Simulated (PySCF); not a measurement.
**IBr (triplet): the SCF solver's settings**

The same problem is solved with other solver options, one edit a run.

Program: PySCF 2.14.0. Level of theory: each script names its method and basis. These are calculated values, not measurements.

4 further runs of the same task are left out: 3 that didn't finish, 1 set aside as unsound or not needed.

### 1 The system as given

IBr (triplet): 2 atoms, charge 0, spin multiplicity 3.

Bond lengths: I1–Br2 2.425 Å.

### 2 The base run

input.py reads:

```python
from pyscf import gto, scf, mp

mol = gto.M(
    atom='I 0 0 0; Br 0 0 2.425',
    basis='lanl2dz',
    ecp={'I': 'lanl2dz', 'Br': 'lanl2dz'},
    charge=0,
    spin=2,
    verbose=3,
)
mf = scf.ROHF(mol)
mf.kernel()
mp.MP2(mf).kernel()
mf.dip_moment()
print('orbital energies (hartree):', mf.mo_energy[..., max(0, mol.nelec[1]-3):mol.nelec[0]+3].round(4))
```

Run with:

```sh
> python input.py
```

Its log is not repeated here.

It gives: E(SCF) = -23.983130 Eh, E(MP2) − E(SCF) = -0.03450 Eh, μ = 2.48 D (of the SCF density).

The bond length is a typed value, not an optimised one. On these ROHF orbitals the MP2 class gives a UMP2 expression without the singles term, not ROMP2. The triplet is typed in the script; nothing here shows that it is the ground state.

### 3 Second-order solver on

Edit 1 changes second-order solver: off → on.

input.py reads:

```python
from pyscf import gto, scf, mp

mol = gto.M(
    atom='I 0 0 0; Br 0 0 2.425',
    basis='lanl2dz',
    ecp={'I': 'lanl2dz', 'Br': 'lanl2dz'},
    charge=0,
    spin=2,
    verbose=3,
)
mf = scf.ROHF(mol)
mf = mf.newton()
mf.kernel()
mp.MP2(mf).kernel()
mf.dip_moment()
print('orbital energies (hartree):', mf.mo_energy[..., max(0, mol.nelec[1]-3):mol.nelec[0]+3].round(4))
```

Run with:

```sh
> python input.py
```

### 4 Convergence threshold 1e-16 hartree

Edit 2 changes convergence threshold: default → 1e-16 hartree.

Changes to input.py since step 2:

```diff
@@ -11,2 +11,3 @@
 mf = scf.ROHF(mol)
+mf.conv_tol = 1e-16
 mf.kernel()
```

### 5 Initial guess sap

Edit 3 changes initial guess: minao → sap.

Changes to input.py since step 2:

```diff
@@ -11,2 +11,3 @@
 mf = scf.ROHF(mol)
+mf.init_guess = 'sap'
 mf.kernel()
```

### 6 Initial guess core

Edit 4 changes initial guess: minao → core.

Changes to input.py since step 2:

```diff
@@ -11,2 +11,3 @@
 mf = scf.ROHF(mol)
+mf.init_guess = 'core'
 mf.kernel()
```

Q: Predict the outcome of this session. Wanted: for each run, E(SCF); from base; SCF dipole; after the SCF.

As calculated:

```csv
run,E(SCF) (hartree),from base (eV),SCF dipole (D),after the SCF
base,-23.983130,0,2.48,MP2 correlation -0.939 eV
second-order solver on,-23.983130,0.0000,2.48,MP2 correlation -0.939 eV
convergence threshold 1e-16 hartree,-23.983130,0.0000,2.48,MP2 correlation -0.939 eV
initial guess sap,-23.983130,0.0000,2.48,MP2 correlation -0.939 eV
initial guess core,-23.983130,0.0000,2.48,MP2 correlation -0.939 eV
```

**Reading.** No change of the SCF energy comes from second-order solver on or convergence threshold 1e-16 hartree or initial guess sap or initial guess core. PySCF falls back to minao for a guess that it doesn't know or can't read, so that run repeats the base.
